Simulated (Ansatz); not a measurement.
# CoHO2: the cost of one run

Computed with Ansatz 0.2.0, Gaussian basis. Level: def2-SVP, core rule «outside noble gas», up to 11 orbitals frozen.

Plan: UHF; CCSD(T) on ROHF; CCSD(T) on UHF; CISD as a restricted active space (open shells left free, so some higher excitations enter); CCSDT(Q) on ROHF; CCSDT(Q) on UHF; CASSCF and NEVPT2, 17 electrons in 13 orbitals.

5 further runs of the same task are left out: 1 that didn't finish, 4 set aside as unsound or not needed. Runs told in other sessions of the task aren't counted.

### Step 1. The geometry

The geometry is a PBE0/def2-TZVP stationary point (not a proven minimum) of the parent state, kept for this charge and spin.

4 atoms, charge 1, spin multiplicity 4.

Atoms are counted from 1 here; the program's logs count them from 0.

Bond lengths: Co1–O2 1.711 Å, Co1–O3 1.599 Å, Co1–H4 1.462 Å. Angles: O2–Co1–O3 162.8°, O2–Co1–H4 104.5°, O3–Co1–H4 92.8°.

Geometry (Å):

```
atom    x (Å)     y (Å)     z (Å)
 Co1  0.00000  -0.07004   0.01877
  O2  0.00000   0.16019  -1.67646
  O3  0.00000   0.19372   1.59536
  H4  0.00000  -1.52240   0.18996
```

### Step 2. UHF

in.yaml

```yaml
crystal:
  periodic: [false, false, false]
  atoms:
    - {symbol: Co, position_ang: [0.000000, -0.070044, 0.018767]}
    - {symbol: O, position_ang: [0.000000, 0.160190, -1.676458]}
    - {symbol: O, position_ang: [0.000000, 0.193723, 1.595363]}
    - {symbol: H, position_ang: [0.000000, -1.522403, 0.189965]}
basis:
  gaussian: {orbitals: def2-SVP}
total_charge: 1
magnetization: {spin_polarized: true, initial_magnetization: 3}
hamiltonian: {xc: hf}
output: {orbitals: {seedname: orbitals}}
```

On the command line:

```sh
$ ansatz run in.yaml --threads 1 --pin off --events-out ev --progress --plain --max-ram 4096MiB --backend cpu
```

What time and memory should one allow on 1 thread of AMD EPYC 7R13, shared host?

About 39 s, with a peak of 0.29 GiB.
